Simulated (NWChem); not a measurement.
**One shape, several levels: BNH3F3 (SMILES [NH3+][B-](F)(F)F)**

We compute a comparison of 6 runs (HF/def2-SVP, B3LYP/def2-SVP, PBE0/6-31G**, wB97X/6-31G**, M06-2X/6-31+G*, PBE/def2-TZVP) of BNH3F3. 

The calculation is run with NWChem 7.3.0.

1 further run of the same task is left out (set aside as unsound or not needed).

## Step 1: The system as given

BNH3F3: 8 atoms, total charge 0, spin state singlet. As SMILES, `[NH3+][B-](F)(F)F`. The shape is that of a PBE0-D4/def2-TZVP optimisation.

Bond lengths: N1–B2 1.674 Å, B2–F3 1.368 Å, B2–F4 1.368 Å, B2–F5 1.368 Å, N1–H6 1.015 Å, N1–H7 1.015 Å, N1–H8 1.015 Å. Some angles: N1–B2–F3 104.1°, N1–B2–F4 104.1°, N1–B2–F5 104.1°, F3–B2–F4 114.2°, F3–B2–F5 114.2°, F4–B2–F5 114.2°, B2–N1–H6 110.1°, B2–N1–H7 110.1°, B2–N1–H8 110.1°, H6–N1–H7 108.9°.

## Step 2: Energy and gradient at HF/def2-SVP (run 1)

File calc.nw:

```
start calc
title "BF3H3N gradient"
memory total 2200 mb

geometry units angstroms noautosym nocenter noautoz
N       -0.501800      -0.052400       0.645700
B        0.531500       0.038700      -0.668100
F        1.521100      -0.860400      -0.378100
F       -0.251400      -0.312100      -1.733900
F        0.943600       1.343300      -0.679400
H       -1.280300       0.587300       0.522000
H       -0.006300       0.194600       1.496700
H       -0.864300      -0.996100       0.739300
end

basis spherical bse
* library def2-SVP
end

scf
singlet
rhf
thresh 1e-08
maxiter 80
print low
end

task scf gradient
```

On the command line:

```bash
$ nwchem calc.nw > calc.out
```

Standard output:

```text
[...]
  functions       =    85
[...]
  wavefunction    = RHF
[...]
         Total SCF energy =   -379.120887371890
      One-electron energy =   -909.074951908580
      Two-electron energy =    338.514927585613
 Nuclear repulsion energy =    191.439136951077
        Time for solution =      6.5s
[...]
                         RHF ENERGY GRADIENTS
    atom               coordinates                        gradient
                 x          y          z           x          y          z
   1 N      -0.948265  -0.099022   1.220196    0.002070   0.000235  -0.002733
   2 B       1.004389   0.073132  -1.262526   -0.004129  -0.000401   0.005312
   3 F       2.874462  -1.625920  -0.714505    0.008190  -0.007315   0.002199
   4 F      -0.475077  -0.589783  -3.276596   -0.006268  -0.002840  -0.008852
   5 F       1.783145   2.538469  -1.283880    0.003483   0.010663  -0.000260
   6 H      -2.419416   1.109836   0.986437   -0.004885   0.004305  -0.001227
   7 H      -0.011905   0.367741   2.828353    0.003665   0.001699   0.005335
   8 H      -1.633290  -1.882356   1.397074   -0.002125  -0.006346   0.000225
 Task  times  cpu:        8.3s     wall:        8.3s
 Total times  cpu:        8.4s     wall:        8.4s
```

Run time: 9 s. Hardware: 1 thread of Intel Xeon Platinum 8488C (Sapphire Rapids), shared host; peak memory 0.1 GiB.

## Step 3: Energy and gradient at B3LYP/def2-SVP (run 2)

File work.nw:

```
start work
title "BF3H3N gradient"
memory total 2200 mb

geometry units atomic noautosym nocenter noautoz
  N  -0.94826457 -0.09902165  1.22019616
  B   1.00438944  0.07313240 -1.26252602
  F   2.87446241 -1.62592036 -0.71450545
  F  -0.47507715 -0.58978352 -3.27659613
  F   1.78314557  2.53846910 -1.28387993
  H  -2.41941636  1.10983615  0.98643704
  H  -0.01190527  0.36774070  2.82835309
  H  -1.63329029 -1.88235619  1.39707452
end

basis spherical bse
  * library def2-SVP
end

dft
  xc b3lyp
  grid xfine
  convergence energy 1e-08
  maxiter 100
  mulliken
end

task dft gradient
```

On the command line:

```bash
$ nwchem work.nw > work.out
```

Standard output:

```text
[...]
          Wavefunction type:  closed shell.
          No. of atoms     :     8
          No. of electrons :    42
[...]
          Charge           :     0
          Spin multiplicity:     1
[...]
          AO basis - number of functions:    85
[...]
              XC Information
              --------------
                         B3LYP Method XC Potential
                     Hartree-Fock (Exact) Exchange  0.200
                        Slater Exchange Functional  0.800 local
                    Becke 1988 Exchange Functional  0.720 non-local
              Lee-Yang-Parr Correlation Functional  0.810
                  VWN I RPA Correlation Functional  0.190 local
[...]
 d= 0,ls=0.0,diis     1   -380.7505348785 -5.72D+02  1.53D-02  1.01D+00     2.8
[...]
 d= 0,ls=0.0,diis     8   -380.8627776662 -3.65D-09  1.72D-06  5.02D-08    20.6
         Total DFT energy =     -380.862777666222
      One electron energy =     -909.423746733824
           Coulomb energy =      380.779740412518
    Exchange-Corr. energy =      -43.657894481783
 Nuclear repulsion energy =      191.439123136867
[...]
      Total Density - Mulliken Population Analysis
     ---------------------------------------------
    Atom       Charge   Shell Charges
 -----------   ------   -------------------------------------------------------
    1 N    7     7.02   1.99  1.01  0.31  2.50  1.19  0.01
    2 B    5     4.83   1.98  0.66 -0.01  1.50  0.38  0.32
    3 F    9     9.20   1.99  1.13  0.74  3.38  1.97  0.01
    4 F    9     9.20   1.99  1.13  0.74  3.38  1.97  0.01
    5 F    9     9.20   1.99  1.13  0.74  3.38  1.97  0.01
    6 H    1     0.85   0.70  0.10  0.05
    7 H    1     0.85   0.70  0.10  0.05
    8 H    1     0.85   0.70  0.10  0.05
[...]
  wavefunction    = closed shell
[...]
```

Run time: 26 s. Hardware: 1 thread of Intel Xeon Platinum 8488C (Sapphire Rapids), shared host; peak memory 0.14 GiB.

Runs 3 to 4 aren't shown in full; the table further down has their settings and results.

## Step 4: Energy and forces at M06-2X/6-31+G(d) (spherical functions) (run 5)

File mymol.nw:

```
start mymol
title "BF3H3N M06-2X"
memory total 2200 mb

geometry units angstroms noautosym nocenter noautoz
  N    -0.501800   -0.052400    0.645700
  B     0.531500    0.038700   -0.668100
  F     1.521100   -0.860400   -0.378100
  F    -0.251400   -0.312100   -1.733900
  F     0.943600    1.343300   -0.679400
  H    -1.280300    0.587300    0.522000
  H    -0.006300    0.194600    1.496700
  H    -0.864300   -0.996100    0.739300
end

basis spherical bse
  * library 6-31+G*
end

dft
  xc m06-2x
  grid fine
  convergence energy 1e-08
  iterations 100
  mulliken
  noprint "final vectors analysis"
end

task dft gradient
```

On the command line:

```bash
$ nwchem mymol.nw > mymol.out
```

Standard output:

```text
[...]
          Wavefunction type:  closed shell.
          No. of atoms     :     8
          No. of electrons :    42
[...]
          Charge           :     0
          Spin multiplicity:     1
[...]
          AO basis - number of functions:    96
[...]
              XC Information
              --------------
                       M06-2X Method XC Functional
                     Hartree-Fock (Exact) Exchange  0.540
                        M06-2X Exchange Functional  1.000
                      M06-2X Correlation Potential  1.000
[...]
 d= 0,ls=0.0,diis     1   -380.9185583429 -5.72D+02  1.23D-02  1.03D+00     2.5
[...]
 d= 0,ls=0.0,diis     8   -381.0317236925 -6.33D-09  1.07D-06  2.42D-08    16.8
         Total DFT energy =     -381.031723692523
      One electron energy =     -909.052604847427
           Coulomb energy =      380.077723228903
    Exchange-Corr. energy =      -43.495979025076
 Nuclear repulsion energy =      191.439136951077
[...]
  wavefunction    = closed shell
                         DFT ENERGY GRADIENTS
    atom               coordinates                        gradient
                 x          y          z           x          y          z
   1 N      -0.948265  -0.099022   1.220196   -0.003519  -0.000261   0.004390
   2 B       1.004389   0.073132  -1.262526   -0.000019  -0.000036   0.000055
   3 F       2.874462  -1.625920  -0.714505   -0.002935   0.003300  -0.001836
   4 F      -0.475077  -0.589783  -3.276596    0.003437   0.001321   0.003033
   5 F       1.783145   2.538469  -1.283880   -0.000855  -0.004621  -0.000762
   6 H      -2.419416   1.109836   0.986437    0.003642  -0.002634   0.000018
   7 H      -0.011905   0.367741   2.828353   -0.001640  -0.000978  -0.004007
   8 H      -1.633290  -1.882356   1.397074    0.001888   0.003910  -0.000891
[...]
```

Wall time 24 s (1 thread of Intel Xeon Platinum 8488C (Sapphire Rapids), shared host); peak memory 0.12 GiB.

## Step 5: Energy and gradient at PBE/def2-TZVP (run 6)

File calc.xyz:

```xyz
8
BF3H3N
N     -0.501800    -0.052400     0.645700
B      0.531500     0.038700    -0.668100
F      1.521100    -0.860400    -0.378100
F     -0.251400    -0.312100    -1.733900
F      0.943600     1.343300    -0.679400
H     -1.280300     0.587300     0.522000
H     -0.006300     0.194600     1.496700
H     -0.864300    -0.996100     0.739300
```

File calc.nw:

```
start calc
title "BF3H3N"
memory total 2200 mb

geometry noautosym nocenter noautoz
  load calc.xyz
end

basis spherical bse
  * library def2-TZVP
end

dft
  xc xpbe96 cpbe96
  grid fine
  convergence energy 1e-08
  iterations 100
  mulliken
end

task dft gradient
```

On the command line:

```bash
$ nwchem calc.nw > calc.out
```

Standard output:

```text
[...]
          Wavefunction type:  closed shell.
          No. of atoms     :     8
          No. of electrons :    42
[...]
          Charge           :     0
          Spin multiplicity:     1
[...]
          AO basis - number of functions:   173
[...]
              XC Information
              --------------
          PerdewBurkeErnzerhof Exchange Functional  1.000
            Perdew 1991 LDA Correlation Functional  1.000 local
           PerdewBurkeErnz. Correlation Functional  1.000 non-local
[...]
 d= 0,ls=0.0,diis     1   -380.7803510677 -5.72D+02  7.39D-03  1.69D+00     7.0
[...]
 d= 0,ls=0.0,diis    10   -380.9271842914 -2.07D-09  1.22D-07  2.53D-09    62.0
         Total DFT energy =     -380.927184291442
      One electron energy =     -909.578527629768
           Coulomb energy =      380.460724248021
    Exchange-Corr. energy =      -43.248517860772
 Nuclear repulsion energy =      191.439136951077
[...]
  wavefunction    = closed shell
                         DFT ENERGY GRADIENTS
    atom               coordinates                        gradient
                 x          y          z           x          y          z
   1 N      -0.948265  -0.099022   1.220196   -0.000810  -0.000025   0.000943
   2 B       1.004389   0.073132  -1.262526    0.001511   0.000103  -0.001874
   3 F       2.874462  -1.625920  -0.714505   -0.009329   0.008486  -0.002753
   4 F      -0.475077  -0.589783  -3.276596    0.007386   0.003317   0.010038
   5 F       1.783145   2.538469  -1.283880   -0.003879  -0.012290   0.000087
   6 H      -2.419416   1.109836   0.986437    0.005728  -0.004555   0.000677
   7 H      -0.011905   0.367741   2.828353   -0.003344  -0.001732  -0.006243
   8 H      -1.633290  -1.882356   1.397074    0.002736   0.006696  -0.000876
[...]
```

Run time: 83 s. Hardware: 1 thread of Intel Xeon Platinum 8488C (Sapphire Rapids), shared host; peak memory 0.14 GiB.

## Step 6: Overview of the runs

```tsv
run	level	iteration cap	module	energy (Eh)	largest force (eV/Å)	wall time
1	HF/def2-SVP	80	scf	-379.120887	0.577	9 s
2	B3LYP/def2-SVP	100	dft	-380.862778	0.342	26 s
3	PBE0/6-31G** (spherical functions)	100	dft	-380.760218	0.272	28 s
4	wB97X/6-31G** (spherical functions)	100	dft	-381.056556	0.268	64 s
5	M06-2X/6-31+G* (spherical functions)	100	dft	-381.031724	0.290	24 s
6	PBE/def2-TZVP	100	dft	-380.927184	0.664	83 s
```

## Step 7: Results

| quantity | value |
| --- | --- |
| run 6: total energy | -380.92718 Eh |
| run 6: dipole moment | 6.03 D |
| run 6: HOMO energy | -8.06 eV |
| run 6: LUMO energy | -1.01 eV |
| run 6: HOMO–LUMO gap | 7.05 eV |
| run 6: largest force on an atom | 0.664 eV/Å |

Over runs 2, 3, 4, 5, 6 the dipole moment (its size) runs from 6.03 D (PBE/def2-TZVP) to 6.30 D (M06-2X/6-31+G*). The two ends differ in method and basis. Over runs 2, 3, 4, 6 the HOMO–LUMO gap runs from 7.05 eV (PBE/def2-TZVP) to 15.48 eV (wB97X/6-31G**). Totals of different functionals can't be ranked against each other. All runs together took 3.9 min, the longest 83 s.
